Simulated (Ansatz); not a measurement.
# Ga2PN: the cell at several levels of theory, part 2 of 2

The system is Ga2PN, ordered on the zincblende lattice (P-4m2) with 8 atoms a cell, a generated structure that needn't be the ground state.

Ansatz 0.2.0, plane waves. The steps go on from the part before.

## Step 3: Relaxation with r2SCAN

Start: the result of step 2.

Input file input.yaml:

```yaml
crystal:
  lattice:
    - [3.5845818837, 0.0, 0.0]
    - [0.0, 3.5845818837, 0.0]
    - [0.0, 0.0, 9.8687404388]
  atoms:
    - { symbol: "N", position: [0.5, 0.0, 0.0989219364] }
    - { symbol: Ga, position: [0.5, 0.5, 0.0] }
    - { symbol: "N", position: [0.0, 0.5, 0.9010780636] }
    - { symbol: Ga, position: [0.0, 0.0, 0.7961788762] }
    - { symbol: P, position: [0.5, 0.0, 0.6475775186] }
    - { symbol: Ga, position: [0.5, 0.5, 0.5] }
    - { symbol: P, position: [0.0, 0.5, 0.3524224814] }
    - { symbol: Ga, position: [0.0, 0.0, 0.2038211238] }
kpoints:
  mp_grid: { grid: [6, 6, 2] }
hamiltonian:
  xc: r2scan
scf:
  occupations: { method: fermi_dirac, width: 0.02 }
relax:
  f_tol: 0.005
  cell: {}
output:
  write_density: true
  write_potential: true
  elf: true
  volumetric_format: npy
```

Command:

```sh
$ ansatz run input.yaml --threads 2 --pin off --max-ram 29491MiB --backend cpu --events-out ev --progress --plain --runs-dir out
```

The log of the run:

```text
Engine: ansatz 0.2.0, x86_64-unknown-linux-gnu
Pseudopotentials: kind: paw
Pseudopotential: N, paw, valence charge 5, recommended cutoff 500 eV (meta_gga), N.paw.azcp
Pseudopotential: Ga, paw, valence charge 13, recommended cutoff 500 eV (meta_gga), Ga.paw.azcp
Pseudopotential: P, paw, valence charge 5, recommended cutoff 500 eV (meta_gga), P.paw.azcp
Functional definition: r2SCAN
  parameter k0 = 0.174
  parameter k1 = 0.065
  parameter a1 = 4.9479
  exchange = r2scan_x(k0 = k0, k1 = k1, a1 = a1)
  correlation = r2scan_c
Crystal: 8 atoms, lattice volume = 126.806 Å³
Basis set: ecut = 500 eV, 3259 PW (Γ), exchange–correlation on 108×108×288 points (64 copies of the dense FFT grid, shifted against one another)
Bands: 44, of which v1, the nominal top of the filled ones, is band 36 counted from 1 (35 counted from 0)
Symmetry: 8 space group operations
Space group: P-4m2 (ITA 115), of the structure as read, at distance tolerance 5.0e-5 Å
k-points: 20 of 72
Non-local potential: N, projectors of the file, l = 0: 2, l = 1: 2, l = 2: 1
Non-local potential: Ga, projectors of the file, l = 0: 2, l = 1: 2, l = 2: 3, l = 3: 1
Non-local potential: P, projectors of the file, l = 0: 2, l = 1: 2, l = 2: 2
PAW form: soft (Blöchl's): semilocal exchange-correlation on the pseudo side does not see the compensation charge
PAW frozen core: N, regenerated for the run's functional (the file was generated under x = pbe(κ = 0.804, μ = 0.2195149727645171), c = pbe(β = 0.06672455060314922))
PAW frozen core: Ga, regenerated for the run's functional (the file was generated under x = pbe(κ = 0.804, μ = 0.2195149727645171), c = pbe(β = 0.06672455060314922))
PAW frozen core: P, regenerated for the run's functional (the file was generated under x = pbe(κ = 0.804, μ = 0.2195149727645171), c = pbe(β = 0.06672455060314922))
PAW one-centre angular grid: N, 302 points (default); XC on 160 Gauss nodes
PAW one-centre angular grid: Ga, 590 points (default); XC on 160 Gauss nodes
PAW one-centre angular grid: P, 302 points (default); XC on 160 Gauss nodes
Initial density: superposition of atomic densities (neutral atoms: chi_scale 0, normalization atom), corrected by the library's trained network
Initial wavefunctions: pseudopotential atomic-orbital guess
Functional: x = r2scan, c = r2scan; τ floored in thin density (d = 2e-4 eV/Å³)
SCF iter   1: F=—  HF=-17451.887107 eV  |F-HF|=—  |Δ(HF+E_count)|=         —  Δρ=1.02e-2  dr2=5.62e-2  dr2_τ=1.28e-1  ethr=1.77e-3  ⟨swp⟩=7.5  Hψ=3672  notcnv=0
preconditioner: auto → Resta (q_TF=auto, 2.483 Å⁻¹)  ε∞=4.2  [insulator: Δε(μ)=0.728 eV  Ē_g=15.577 eV  σ=0.020 eV  W_gap=1.00  n_scr=30 (ndim 8)  ℏωp=28.0 eV  f_vac=0.007  D(μ)=0.00/eV (n_scr^D=0)  ε∞_Penn≈4.2]
SCF iter   2: F=—  HF=-17451.958717 eV  |F-HF|=—  |Δ(HF+E_count)|=   7.16e-2  Δρ=4.07e-3  dr2=1.35e-2  dr2_τ=4.79e-4  ethr=7.81e-5  ⟨swp⟩=3.0  Hψ=1959  notcnv=0  defer=60
SCF iter   3: F=—  HF=-17451.957940 eV  |F-HF|=—  |Δ(HF+E_count)|=   7.77e-4  Δρ=2.77e-3  dr2=4.71e-3  dr2_τ=1.32e-4  ethr=1.87e-5  ⟨swp⟩=2.0  Hψ=1459  notcnv=0  defer=60
SCF iter   4: F=—  HF=-17451.958049 eV  |F-HF|=—  |Δ(HF+E_count)|=   1.09e-4  Δρ=4.39e-4  dr2=3.29e-4  dr2_τ=6.56e-5  ethr=6.54e-6  ⟨swp⟩=2.4  Hψ=1278  notcnv=0  defer=60
SCF iter   5: F=—  HF=-17451.958022 eV  |F-HF|=—  |Δ(HF+E_count)|=   2.71e-5  Δρ=1.96e-4  dr2=2.62e-5  dr2_τ=2.64e-6  ethr=4.57e-7  ⟨swp⟩=2.2  Hψ=1544  notcnv=0  defer=60
SCF iter   6: F=—  HF=-17451.958040 eV  |F-HF|=—  |Δ(HF+E_count)|=   1.84e-5  Δρ=6.42e-5  dr2=7.16e-6  dr2_τ=2.98e-7  ethr=3.64e-8  ⟨swp⟩=3.8  Hψ=1813  notcnv=0  defer=60
SCF iter   7: F=—  HF=-17451.958041 eV  |F-HF|=—  |Δ(HF+E_count)|=   2.07e-7  Δρ=1.93e-5  dr2=5.40e-7  dr2_τ=6.68e-9  ethr=9.95e-9  ⟨swp⟩=2.0  Hψ=1489  notcnv=0  defer=60
SCF iter   8: F=-17451.958041 eV  HF=-17451.958041 eV  |F-HF|=3.15e-8  |Δ(HF+E_count)|=   3.52e-8  Δρ=6.96e-6  dr2=5.83e-8  dr2_τ=1.60e-9  ethr=1.39e-10  ⟨swp⟩=9.6  Hψ=6099  notcnv=0
SCF 1 converged in 8 iterations: F = -17451.958041 eV  dr2 = 5.83e-8
  Residual-converged pass: ⟨swp⟩=1.1  Hψ=961  notcnv=0  max |occ|·‖R‖ = 7.0e-9 eV (tolerance 1.0e-8 eV)  dr2=5.83e-8  dr2_τ=1.60e-9  dr2_onsite=4.79e-8  max |Δocc| = 2.6e-19
relax step   1: F+E_penalty+E_count = -17451.95804059 eV  Δ(F+E_penalty+E_count) = +0.000e0 eV  max|allowed force component| = 3.752e-2 eV/Å  Δτ_max = 0.0000 Å  P = -3.818 GPa  Ω = 126.806 Å³  (8 SCF iters, dr2 threshold 1.00e-7 eV, accepted)
Crystal: 8 atoms, lattice volume = 123.844 Å³
Basis set: ecut = 500 eV, 3171 PW (Γ), exchange–correlation on 108×108×288 points (64 copies of the dense FFT grid, shifted against one another)
Initial density: handed on by an earlier stage of this run
Initial wavefunctions: those handed on with the density
iter 1 solved again at ethr=1.04e-5 eV; its pass at ethr=3.10e-3 eV (dr2=7.50e-3 eV) is discarded
SCF iter   1: F=—  HF=-17451.986118 eV  |F-HF|=—  |Δ(HF+E_count)|=         —  Δρ=1.87e-3  dr2=7.55e-3  dr2_τ=8.75e-3  ethr=1.04e-5  ⟨swp⟩=2.8  Hψ=4829  notcnv=0
preconditioner: auto → Resta (q_TF=auto, 2.492 Å⁻¹)  ε∞=4.3  [insulator: Δε(μ)=0.903 eV  Ē_g=15.566 eV  σ=0.020 eV  W_gap=1.00  n_scr=26 (ndim 8)  ℏωp=28.3 eV  f_vac=0.004  D(μ)=0.00/eV (n_scr^D=0)  ε∞_Penn≈4.3]
SCF iter   2: F=—  HF=-17452.006332 eV  |F-HF|=—  |Δ(HF+E_count)|=   2.02e-2  Δρ=1.36e-3  dr2=3.20e-3  dr2_τ=2.28e-5  ethr=1.04e-5  ⟨swp⟩=3.0  Hψ=1835  notcnv=0
SCF iter   3: F=—  HF=-17452.006480 eV  |F-HF|=—  |Δ(HF+E_count)|=   1.48e-4  Δρ=1.25e-3  dr2=2.20e-3  dr2_τ=2.67e-4  ethr=4.44e-6  ⟨swp⟩=2.1  Hψ=1763  notcnv=0
SCF iter   4: F=—  HF=-17452.005933 eV  |F-HF|=—  |Δ(HF+E_count)|=   5.48e-4  Δρ=3.00e-4  dr2=1.01e-4  dr2_τ=3.47e-6  ethr=3.06e-6  ⟨swp⟩=2.1  Hψ=1318  notcnv=0
SCF iter   5: F=—  HF=-17452.005929 eV  |F-HF|=—  |Δ(HF+E_count)|=   3.92e-6  Δρ=8.97e-5  dr2=1.26e-5  dr2_τ=3.70e-7  ethr=1.40e-7  ⟨swp⟩=2.9  Hψ=1754  notcnv=0
SCF iter   6: F=—  HF=-17452.005930 eV  |F-HF|=—  |Δ(HF+E_count)|=   1.45e-6  Δρ=5.24e-5  dr2=2.03e-6  dr2_τ=1.75e-7  ethr=1.75e-8  ⟨swp⟩=2.0  Hψ=1616  notcnv=0
SCF iter   7: F=-17452.005929 eV  HF=-17452.005929 eV  |F-HF|=2.05e-8  |Δ(HF+E_count)|=   1.01e-6  Δρ=1.33e-5  dr2=1.85e-7  dr2_τ=4.39e-9  ethr=1.11e-9  ⟨swp⟩=10.2  Hψ=7258  notcnv=0
SCF 2 converged in 7 iterations: F = -17452.005929 eV  dr2 = 1.85e-7
relax step   2: F+E_penalty+E_count = -17452.00592906 eV  Δ(F+E_penalty+E_count) = -4.789e-2 eV  max|allowed force component| = 3.398e-2 eV/Å  Δτ_max = 0.0078 Å  P = -1.125 GPa  Ω = 123.844 Å³  energy of the carried Pulay correction = +1.165e-3 eV  (7 SCF iters, dr2 threshold 8.00e-7 eV, accepted)
Crystal: 8 atoms, lattice volume = 122.648 Å³
Basis set: ecut = 500 eV, 3107 PW (Γ), exchange–correlation on 108×108×288 points (64 copies of the dense FFT grid, shifted against one another)
iter 1 solved again at ethr=2.36e-6 eV; its pass at ethr=3.10e-3 eV (dr2=1.70e-3 eV) is discarded
SCF iter   1: F=—  HF=-17452.007120 eV  |F-HF|=—  |Δ(HF+E_count)|=         —  Δρ=8.56e-4  dr2=1.66e-3  dr2_τ=2.25e-3  ethr=2.36e-6  ⟨swp⟩=2.6  Hψ=4144  notcnv=0
preconditioner: auto → Resta (q_TF=auto, 2.497 Å⁻¹)  ε∞=4.3  [insulator: Δε(μ)=0.938 eV  Ē_g=15.614 eV  σ=0.020 eV  W_gap=1.00  n_scr=26 (ndim 8)  ℏωp=28.5 eV  f_vac=0.004  D(μ)=0.00/eV (n_scr^D=0)  ε∞_Penn≈4.3]
SCF iter   2: F=—  HF=-17452.010620 eV  |F-HF|=—  |Δ(HF+E_count)|=   3.50e-3  Δρ=6.09e-4  dr2=6.20e-4  dr2_τ=4.94e-6  ethr=2.31e-6  ⟨swp⟩=2.0  Hψ=1755  notcnv=0
SCF iter   3: F=—  HF=-17452.010621 eV  |F-HF|=—  |Δ(HF+E_count)|=   5.02e-7  Δρ=5.04e-4  dr2=3.53e-4  dr2_τ=4.48e-5  ethr=8.61e-7  ⟨swp⟩=2.0  Hψ=1654  notcnv=0
SCF iter   4: F=—  HF=-17452.010533 eV  |F-HF|=—  |Δ(HF+E_count)|=   8.80e-5  Δρ=1.22e-4  dr2=1.59e-5  dr2_τ=6.01e-7  ethr=4.91e-7  ⟨swp⟩=2.4  Hψ=1416  notcnv=0
SCF iter   5: F=—  HF=-17452.010534 eV  |F-HF|=—  |Δ(HF+E_count)|=   6.86e-7  Δρ=4.18e-5  dr2=2.55e-6  dr2_τ=9.45e-8  ethr=2.21e-8  ⟨swp⟩=2.8  Hψ=1715  notcnv=0
SCF iter   6: F=-17452.010533 eV  HF=-17452.010534 eV  |F-HF|=5.57e-7  |Δ(HF+E_count)|=   1.67e-7  Δρ=2.11e-5  dr2=3.14e-7  dr2_τ=2.84e-8  ethr=1.11e-9  ⟨swp⟩=10.3  Hψ=7237  notcnv=0
SCF 3 converged in 6 iterations: F = -17452.010533 eV  dr2 = 3.14e-7
relax step   3: F+E_penalty+E_count = -17452.01053316 eV  Δ(F+E_penalty+E_count) = -4.604e-3 eV  max|allowed force component| = 4.088e-3 eV/Å  Δτ_max = 0.0046 Å  P = +0.073 GPa  Ω = 122.648 Å³  energy of the carried Pulay correction = +1.643e-3 eV  (6 SCF iters, dr2 threshold 8.00e-7 eV, accepted)
Crystal: 8 atoms, lattice volume = 122.717 Å³
iter 1 solved again at ethr=1.64e-8 eV; its pass at ethr=3.10e-3 eV (dr2=1.18e-5 eV) is discarded
SCF iter   1: F=—  HF=-17452.010514 eV  |F-HF|=—  |Δ(HF+E_count)|=         —  Δρ=8.99e-5  dr2=1.15e-5  dr2_τ=1.91e-5  ethr=1.64e-8  ⟨swp⟩=3.0  Hψ=4084  notcnv=0
preconditioner: auto → Resta (q_TF=auto, 2.496 Å⁻¹)  ε∞=4.3  [insulator: Δε(μ)=0.935 eV  Ē_g=15.612 eV  σ=0.020 eV  W_gap=1.00  n_scr=26 (ndim 8)  ℏωp=28.4 eV  f_vac=0.005  D(μ)=0.00/eV (n_scr^D=0)  ε∞_Penn≈4.3]
SCF iter   2: F=—  HF=-17452.010534 eV  |F-HF|=—  |Δ(HF+E_count)|=   2.00e-5  Δρ=5.61e-5  dr2=4.07e-6  dr2_τ=3.55e-8  ethr=1.59e-8  ⟨swp⟩=2.0  Hψ=1600  notcnv=0
SCF iter   3: F=—  HF=-17452.010534 eV  |F-HF|=—  |Δ(HF+E_count)|=   1.69e-7  Δρ=2.74e-5  dr2=9.97e-7  dr2_τ=1.08e-7  ethr=5.65e-9  ⟨swp⟩=2.0  Hψ=1600  notcnv=0
SCF iter   4: F=—  HF=-17452.010534 eV  |F-HF|=—  |Δ(HF+E_count)|=   3.60e-7  Δρ=7.97e-6  dr2=6.48e-8  dr2_τ=5.51e-9  ethr=1.38e-9  ⟨swp⟩=2.0  Hψ=1556  notcnv=0
SCF iter   5: F=-17452.010534 eV  HF=-17452.010534 eV  |F-HF|=1.93e-9  |Δ(HF+E_count)|=   1.87e-8  Δρ=3.04e-6  dr2=1.09e-8  dr2_τ=3.50e-10  ethr=3.22e-11  ⟨swp⟩=9.2  Hψ=5274  notcnv=0
SCF 4 converged in 5 iterations: F = -17452.010534 eV  dr2 = 1.09e-8
relax step   4: F+E_penalty+E_count = -17452.01053408 eV  Δ(F+E_penalty+E_count) = -9.221e-7 eV  max|allowed force component| = 1.114e-3 eV/Å  Δτ_max = 0.0005 Å  P = +0.001 GPa  Ω = 122.717 Å³  energy of the carried Pulay correction = +1.616e-3 eV  (5 SCF iters, dr2 threshold 2.32e-8 eV, accepted)
Initial wavefunctions: pseudopotential atomic-orbital guess (no wavefunctions were taken with the density)
iter 1 solved again at ethr=2.57e-7 eV; its pass at ethr=3.10e-3 eV (dr2=1.85e-4 eV) is discarded
SCF iter   1: F=—  HF=-17452.009048 eV  |F-HF|=—  |Δ(HF+E_count)|=         —  Δρ=5.39e-5  dr2=1.02e-6  dr2_τ=7.88e-7  ethr=2.57e-7  ⟨swp⟩=3.8  Hψ=6251  notcnv=0
preconditioner: auto → Resta (q_TF=auto, 2.496 Å⁻¹)  ε∞=4.3  [insulator: Δε(μ)=0.936 eV  Ē_g=15.612 eV  σ=0.020 eV  W_gap=1.00  n_scr=26 (ndim 8)  ℏωp=28.4 eV  f_vac=0.005  D(μ)=0.00/eV (n_scr^D=0)  ε∞_Penn≈4.3]
SCF iter   2: F=—  HF=-17452.009049 eV  |F-HF|=—  |Δ(HF+E_count)|=   3.20e-7  Δρ=3.82e-5  dr2=7.28e-7  dr2_τ=4.59e-8  ethr=1.41e-9  ⟨swp⟩=2.5  Hψ=1623  notcnv=0
SCF iter   3: F=—  HF=-17452.009049 eV  |F-HF|=—  |Δ(HF+E_count)|=   1.75e-7  Δρ=7.26e-6  dr2=3.60e-8  dr2_τ=9.38e-9  ethr=1.01e-9  ⟨swp⟩=2.0  Hψ=1561  notcnv=0
SCF iter   4: F=—  HF=-17452.009049 eV  |F-HF|=—  |Δ(HF+E_count)|=   6.26e-8  Δρ=1.85e-6  dr2=3.71e-9  dr2_τ=5.85e-10  ethr=5.01e-11  ⟨swp⟩=2.0  Hψ=1600  notcnv=0
SCF iter   5: F=—  HF=-17452.009049 eV  |F-HF|=—  |Δ(HF+E_count)|=   2.26e-9  Δρ=6.41e-7  dr2=4.24e-10  dr2_τ=5.23e-11  ethr=5.16e-12  ⟨swp⟩=2.1  Hψ=1610  notcnv=0
SCF iter   6: F=-17452.009049 eV  HF=-17452.009049 eV  |F-HF|=7.28e-12  |Δ(HF+E_count)|=  6.66e-10  Δρ=3.04e-7  dr2=4.60e-11  dr2_τ=1.98e-12  ethr=1.00e-12  ⟨swp⟩=8.6  Hψ=4977  notcnv=0
SCF 5 converged in 6 iterations: F = -17452.009049 eV  dr2 = 4.60e-11
relax step   5: F+E_penalty+E_count = -17452.00904877 eV  Δ(F+E_penalty+E_count) = +1.485e-3 eV  max|allowed force component| = 1.056e-3 eV/Å  Δτ_max = 0.0000 Å  P = -0.007 GPa  Ω = 122.717 Å³  stress off target by 9.51e-3 GPa  SCF on the basis re-selected at this cell (its energy is not comparable with the rows above)  (6 SCF iters)
basis re-selected at this cell: Δ(F+E_penalty+E_count) = +1.485e-3 eV, ΔP = -0.008 GPa vs the last step (what re-selecting the basis moved, of the pressure what is left beyond the Pulay correction that the steps carried, after the strain that the cell walked since its last selection, with what the two solves' SCF thresholds leave and, on support functions, any second-order correction that the steps lacked; it is no measure of the basis error at this ecutwfc). This SCF's stress stands 9.51e-3 GPa from its target on what of the cell is left free (relax.cell.stress_tol is 5.00e-2 GPa) and its largest allowed force component is 1.06e-3 eV/Å (relax.f_tol is 5.00e-3 eV/Å): within both
SCF converged after 6 iterations
Free energy (F): -17452.009049 eV
Harris-Foulkes:  -17452.009049 eV  (|F-HF|=7.28e-12)
Internal energy: -17452.009049 eV  (E = F + TS)
E sigma→0 (E₀):  -17452.009049 eV
Fermi energy:    9.180457 eV
--- Per-component energies (eV) ---
  E_band       = -176.490678
  E_kinetic    = 863.046283
  E_local      = -8952.832857  (includes V_loc(G=0)·N_el)
  E_nonlocal   = 1873.841770
  E_hartree    = 4158.968119
  E_xc         = -485.294279
  E_vxc        = -536.587376  (∫ρ·V_xc dr)
  E_paw        = -9433.434339  (= ΣΔE_a)
  E_vpaw       = -1769.578639  (= ΣTr[D̂ρ^β])
  E_aug_tail   = -0.000131  (compensation charges beyond the density's cutoff)
  E_vtau       = 27.684160  (kinetic-family band-sum trace: ∫τ·v_τ [+ j·A + Jᵃ·Aᵃ] dr)
  E_ewald      = -5473.450523
  E_core_change = -2.853093  (= ΣΔE_core)
  E_smearing   = -0.000000  (= −TS)
  E_closure    = -0.000000  (closes the sum)
  Σ components = -17452.009049   (vs F -17452.009049, Δ=0.00e0)
--- Forces (eV/Å), atoms counted from 1 ---
  atom   1  N     -0.00000000    -0.00000000    -0.00065594
  atom   2  Ga    -0.00000000    -0.00000000     0.00000000
  atom   3  N     -0.00000000    -0.00000000     0.00065594
  atom   4  Ga    -0.00000000    -0.00000000     0.00105633
  atom   5  P      0.00000000     0.00000000     0.00073080
  atom   6  Ga    -0.00000000    -0.00000000     0.00000000
  atom   7  P      0.00000000     0.00000000    -0.00073080
  atom   8  Ga    -0.00000000    -0.00000000    -0.00105633
  max |Σ_I F_I| component: 1.25e-16 eV/Å
--- Stress (GPa, compression-positive) ---
       -0.009511       0.000000      -0.000000
        0.000000      -0.009511      -0.000000
       -0.000000      -0.000000      -0.001493
  P = ⅓ Tr σ = -0.0068 GPa (-0.068 kbar)
--- Band table (eV; the first three rows and the last of 20) ---
  k-point 0: bands = ["-8.2621", "-7.8400", "-6.5554", "-6.5554", "-6.5377", "-6.5100", "-6.4505", "-6.4505", "-6.4423", "-6.4418", "-6.3820", "-6.3681", "-6.3681", "-6.3187", "-6.3052", "-6.3052", "-6.2919", "-6.2719", "-6.2261", "-6.2252", "-6.2104", "-5.2293", "-4.2544", "-2.5261", "1.5933", "4.1800", "4.4334", "4.4334", "4.7660", "6.0296", "6.0296", "7.1828", "7.1828", "7.9539", "8.7006", "8.7006", "9.6366", "10.8994", "11.6840", "12.2308", "12.6142", "13.3416", "13.7651", "14.2119"]
  k-point 1: bands = ["-8.2600", "-7.8411", "-6.5546", "-6.5546", "-6.5381", "-6.4978", "-6.4845", "-6.4544", "-6.4544", "-6.4157", "-6.3875", "-6.3612", "-6.3612", "-6.3184", "-6.3090", "-6.3090", "-6.2925", "-6.2413", "-6.2252", "-6.2167", "-6.2111", "-5.3872", "-3.9449", "-2.7743", "1.7993", "3.6058", "4.4516", "4.4516", "5.8805", "5.9158", "5.9158", "6.6658", "7.4012", "7.4012", "8.5583", "8.5583", "10.7796", "10.8825", "11.6772", "12.1239", "12.5074", "13.1931", "13.3598", "14.2064"]
  k-point 2: bands = ["-8.1625", "-7.8229", "-6.5823", "-6.5491", "-6.5322", "-6.4839", "-6.4611", "-6.4450", "-6.4317", "-6.4084", "-6.3850", "-6.3760", "-6.3620", "-6.3196", "-6.3166", "-6.3083", "-6.2843", "-6.2461", "-6.2314", "-6.2146", "-6.1720", "-5.1146", "-3.9814", "-2.4331", "1.6958", "3.0661", "3.6472", "4.6287", "4.6490", "6.0678", "6.1279", "6.4214", "7.0140", "7.3623", "7.5414", "8.6771", "10.6177", "11.3067", "12.7358", "12.8118", "12.8536", "13.6413", "14.0831", "14.3638"]
  k-point 19: bands = ["-7.7023", "-7.7023", "-6.6414", "-6.6414", "-6.4289", "-6.4225", "-6.4073", "-6.3763", "-6.3717", "-6.3717", "-6.3317", "-6.3218", "-6.3201", "-6.3167", "-6.3167", "-6.3129", "-6.2849", "-6.2682", "-6.2657", "-6.1954", "-4.9024", "-4.9024", "-1.0637", "-1.0637", "1.1015", "1.3076", "1.8037", "1.8426", "4.6959", "4.6959", "4.7752", "4.8126", "5.0420", "5.1810", "5.2413", "5.2413", "11.5383", "11.5383", "11.8161", "11.8551", "12.6317", "12.6317", "13.9421", "15.0674"]
--- Relaxed structure (4 steps of the walk, 4 accepted, 1 SCFs on fresh bases) ---
  F+E_penalty+E_count = -17452.00904877 eV   max|allowed force component| = 1.056e-3 eV/Å   (the final SCF, on the basis selected at the relaxed cell)
  cell:  # Å, volume = 122.7166 Å³
    - [3.5528693492568877, 4.122436740163038e-34, -1.158758085690161e-18]
    - [4.122436740163038e-34, 3.5528693492568877, 8.201931430949377e-34]
    - [-3.1901859547516558e-18, 2.258080161508988e-33, 9.721754920694575]
  atoms:
    - { symbol: N, position: [0.5, 3.6098608523053896e-34, 0.09800065093668475] }
    - { symbol: Ga, position: [0.5, 0.5, -2.334573120875241e-20] }
    - { symbol: N, position: [-7.039919257290567e-20, 0.5, 0.9019993490633155] }
    - { symbol: Ga, position: [-9.016859788422922e-20, -9.570328771228251e-35, 0.7973588757915043] }
    - { symbol: P, position: [0.5, -2.8375185304167944e-34, 0.6481950991746295] }
    - { symbol: Ga, position: [0.5, 0.5, 0.5] }
    - { symbol: P, position: [4.719185912927982e-20, 0.5, 0.3518049008253705] }
    - { symbol: Ga, position: [9.016859788423256e-20, 1.3264139875912827e-34, 0.20264112420849573] }
```

Run time: 42 s. Hardware: 2 threads of AMD EPYC 7R13 (Zen 3), shared host; peak memory 0.76 GiB.

The path of the relaxation:

| step | energy change (meV/atom) | largest force (eV/Å) | pressure (GPa) | volume (Å³/atom) |
| --- | --- | --- | --- | --- |
| 1 | 0.0 | 0.0375 | -3.82 | 15.851 |
| 2 | -6.0 | 0.0340 | -1.13 | 15.480 |
| 3 | -6.6 | 0.0041 | 0.07 | 15.331 |
| 4 | -6.6 | 0.0011 | 0.00 | 15.340 |
| 5 | -6.4 | 0.0011 | -0.01 | 15.340 |

Step 5 solves the same cell on a plane-wave basis chosen anew, so the energy can jump there without a move.

The table lists every geometry solved, with passes on a fresh basis, whose energies don't compare exactly with the rows above.

|  | before | after | change |
| --- | --- | --- | --- |
| a (Å) | 3.585 | 3.553 | -0.88 % |
| c (Å) | 9.869 | 9.722 | -1.49 % |
| volume (Å³/atom) | 15.851 | 15.340 | -3.22 % |
| shortest distance (Å) | 2.041 | 2.016 | -1.23 % |
| space group | P-4m2 | P-4m2 | same |

Density in a lattice plane of the grid's cell (edges 3.55 and 9.72 Å, at 0.000 of the third edge), which holds N and Ga and P.

Ten even steps from ' ' (0.01 e/Å³) to '@' (49.26 e/Å³):
```
                
                
..              
@@..          ..
..              
                
                
                
                
                
                
                
                
                
..              
@@..          ..
..              
                
                
                
```
Columns run along the first of these edges and rows up along the second, over one cell in 8 and 20 even steps from the bottom left corner. Atoms in the plane (fractional): N at (0.50, 0.10), Ga at (1.00, 0.80), P at (0.50, 0.65), Ga at (0.00, 0.20).

ELF in the same plane.

Ten even steps from ' ' (0.01) to '@' (0.87):
```
      ..::..    
......      ....
  ..::......::..
--  ::++++++::  
  ..++@@%%@@++..
::++@@@@--@@@@++
::**@@::  ::@@**
  ==##++::++##==
  ..++##%%##++..
    ..--==--..  
                
                
::..          ..
::::..      ..::
  ..::......::..
--  ::**##**::  
  ..++@@%%@@++..
..::%%##  ##%%::
  ..**%%%%%%**..
    ::**%%**::  
```
Columns run along the first of these edges and rows up along the second, over one cell in 8 and 20 even steps from the bottom left corner. Atoms in the plane (fractional): N at (0.50, 0.10), Ga at (1.00, 0.80), P at (0.50, 0.65), Ga at (0.00, 0.20).

Both are smooth fields of the valence electrons: close to the nuclei they are not physical.

Maxima of ELF outside the ion cores: 0.91 on the P–Ga line, 0.9 Å from P; 0.86 on the N–Ga line, 0.7 Å from N.

## Step 4: All levels compared

What follows sums up all 2 parts.

```
 level  a (Å)  c (Å)  volume (Å³/atom)  space group  SCF geometries
   PBE  3.585  9.869            15.851        P-4m2              11
r2SCAN  3.553  9.722            15.340        P-4m2               5
```

**Reading.** From the start to the first minimum the volume moved by +21.7 %. r2SCAN gives the smallest cell and PBE the largest; they differ by 3.3 % in volume, a mean of 1.1 % in length. The meshes differ: PBE 8×8×4, r2SCAN 6×6×2.
